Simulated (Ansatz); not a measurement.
**KBr: vertical ionisation energy**

One table from this session's results is given with a row withheld; the runs are named, their logs left out.

Method: unrestricted cation, the program's frozen cores in correlated methods; program: Ansatz 0.2.0, Gaussian basis.

Levels to be run: UKS PBE-D4/def2-TZVPP; UKS r2SCAN-D4/def2-TZVPP; UKS PBE0-D4/def2-TZVPP; UKS B3LYP-D4/def2-TZVPP; UKS wB97X-V/def2-TZVPP; UKS wB97M-V/def2-TZVPP; UKS B2PLYP/def2-TZVPP; UHF-CCSD(T)/def2-TZVPP; UHF-MP2/def2-QZVPP; extrapolation to the limit; then −ε(HOMO) from the neutral's earlier runs with LDA (SPW92), PBE-D4, revPBE-D4, BLYP-D4, r2SCAN-D4, B97M-V, PBE0-D4, B3LYP-D4, r2SCANh-D4, r2SCAN0-D4, HSE06-D4, BHLYP-D4, CAM-B3LYP-D4, LC-ωPBE, ωB97X-V, ωB97M-V.

### The relaxed structure

All runs share one geometry, relaxed beforehand with PBE0-D4 in a triple-zeta def2 set.

SMILES `[K][Br]`, 2 atoms, charge 0, spin multiplicity 1.

Atoms are counted from 1 here; the program's logs count them from 0.

Bond lengths: K1–Br2 2.848 Å.

Geometry (Å):

```tsv
atom	x (Å)	y (Å)	z (Å)
K1	1.2270	-0.4597	0.6134
Br2	-1.1975	0.3995	-0.6093
```

The first run:

The input, in.yaml:

```yaml
crystal:
  periodic: [false, false, false]
  atoms:
    - {symbol: K, position_ang: [1.227004, -0.459719, 0.613359]}
    - {symbol: Br, position_ang: [-1.197504, 0.399519, -0.609259]}
basis:
  gaussian: {orbitals: def2-TZVPP}
total_charge: 1
magnetization: {spin_polarized: true, initial_magnetization: 1}
hamiltonian: {xc: pbe, dispersion: d4}
```

Among the steps run: Cation, UKS PBE-D4/def2-TZVPP; Cation, UKS r2SCAN-D4/def2-TZVPP; Cation, UKS PBE0-D4/def2-TZVPP; Cation, UKS B3LYP-D4/def2-TZVPP; Cation, UKS wB97X-V/def2-TZVPP; Cation, UKS wB97M-V/def2-TZVPP; Cation, UKS B2PLYP (frozen core)/def2-TZVPP; Cation, UHF-CCSD(T)/def2-TZVPP; Cation, UHF-MP2/def2-QZVPP.

One of the session's tables, all rows but one given; the rest of the session is left out.

For comparison, −ε(HOMO) of the neutral from earlier runs:

```
  functional  −ε(HOMO) (eV)
 LDA (SPW92)           4.78
      PBE-D4           4.61
   revPBE-D4           4.55
     BLYP-D4           4.47
   r2SCAN-D4           4.84
      B97M-V              ?
     PBE0-D4           5.77
    B3LYP-D4           5.53
  r2SCANh-D4           5.28
  r2SCAN0-D4           5.94
    HSE06-D4           5.37
    BHLYP-D4           6.80
CAM-B3LYP-D4           7.06
     LC-ωPBE           8.40
     ωB97X-V           8.06
     ωB97M-V           7.96
```

**Question.** Estimate the row for B97M-V.

As computed: −ε(HOMO) (eV): 4.85. In the column «−ε(HOMO) (eV)» it lies between r2SCAN-D4 (4.84) and r2SCANh-D4 (5.28).

Caveats from the session: The cation may have settled in a state other than its lowest; no search over hole states beyond the program's own was made.
